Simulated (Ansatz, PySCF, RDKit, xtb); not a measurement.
**Solving C2H3Se, step by step**

Only the formula C2H3Se is given (odd number of electrons). Aim: find the structure of lowest free energy at 298.15 K, then its properties.

The funnel: GFN2-xTB relaxations, single points with a density functional, relaxations at B3LYP-D3(BJ)/def2-SVP, harmonic vibrations, and a last energy at a higher level. All values are calculated.

6 further runs of the same task are left out: 1 that didn't finish, 5 set aside as unsound or not needed.

### Step 1. Drawing up candidates

A program enumerates the bonding patterns with one Lewis structure each (two rings at most, one unusual centre or charged pair), with their diastereomers. O–O, O–halogen and N–halogen bonds and N–N–N chains are not drawn. That gives 13 candidates.

```
label        SMILES     spin
 c025  [C]1=[SeH]C1  doublet
 c048  [CH]=[SeH]#C  doublet
 c117     C[C]=[Se]  doublet
 c191    C1=C[SeH]1  doublet
 c207   C#[Se][CH2]  doublet
 c527   [CH]=C[SeH]  doublet
 c561     [CH]C[Se]  doublet
 c837       C=C[Se]  doublet
 c859     C#C[SeH2]  doublet
 c898   [CH]1C[Se]1  doublet
 c901     [C]#[Se]C  doublet
 c952    C=[C][SeH]  doublet
 c961   [C]#[SeH]=C  doublet
```

Candidates are built by distance geometry, with a force field where one applies, in up to four conformers (letters a to d). 16 starts with atoms placed at random are added, to find patterns that the rules miss.

**Question.** With final energies at CCSD(T)/def2-SVP + MP2/def2-TZVPP - MP2/def2-SVP, which structure will this search put lowest in free energy, and by what margin?

| quantity | value |
| --- | --- |
| lowest structure found | C=C[Se], doublet, Cs |
| next finalist | C[C]=[Se], doublet, 18.3 kcal/mol higher in G |
| share at equilibrium, among the finalists | 100.0 % |
| harmonic wavenumbers, lowest and highest (B3LYP-D3(BJ)/def2-SVP) | 344 and 3237 cm⁻¹ |
| rotational constants, same geometry | 1.796, 0.1387, 0.1287 cm⁻¹ |
| dipole moment (PBE0/def2-TZVPD) | 1.99 D |
| HOMO energy (highest over α and β) (PBE0/def2-TZVPD) | -6.41 eV |
| LUMO energy (lowest over α and β) (PBE0/def2-TZVPD) | -3.91 eV |
| lowest excitation (TD-PBE0/def2-SVPD) | 0.33 eV (f = 0.000) |
| strongest of the states computed, same level | 3.45 eV (f = 0.029) |
| vertical ionisation energy (to the singlet cation) | 9.46 eV |
| vertical electron affinity | 2.02 eV |
| vertical quartet less doublet | +3.67 eV |

`C=C[Se]` comes out lowest. The margin of 18.3 kcal/mol over the next finalist is beyond the usual error of the last level; it says nothing of structures that weren't ranked. GFN2-xTB, HF/STO-3G, r2SCAN-D4/def2-SVP, B3LYP-D3(BJ)/def2-SVP, HF/def2-SVP and MP2/def2-SVP already put its bonding pattern lowest among the structures in one piece. A large T1 diagnostic among the finalists warns that one reference determinant may not suffice. It concerns: the finalist C[C]=[Se] (doublet). The stability test raises a flag; for an open shell a flag towards a general spinor solution can be the free rotation of the spin. The search is not exhaustive (a finite list of starts, one conformer a finalist), so a lower isomer can't be ruled out. Patterns outside the rules of the enumeration were met only by chance.
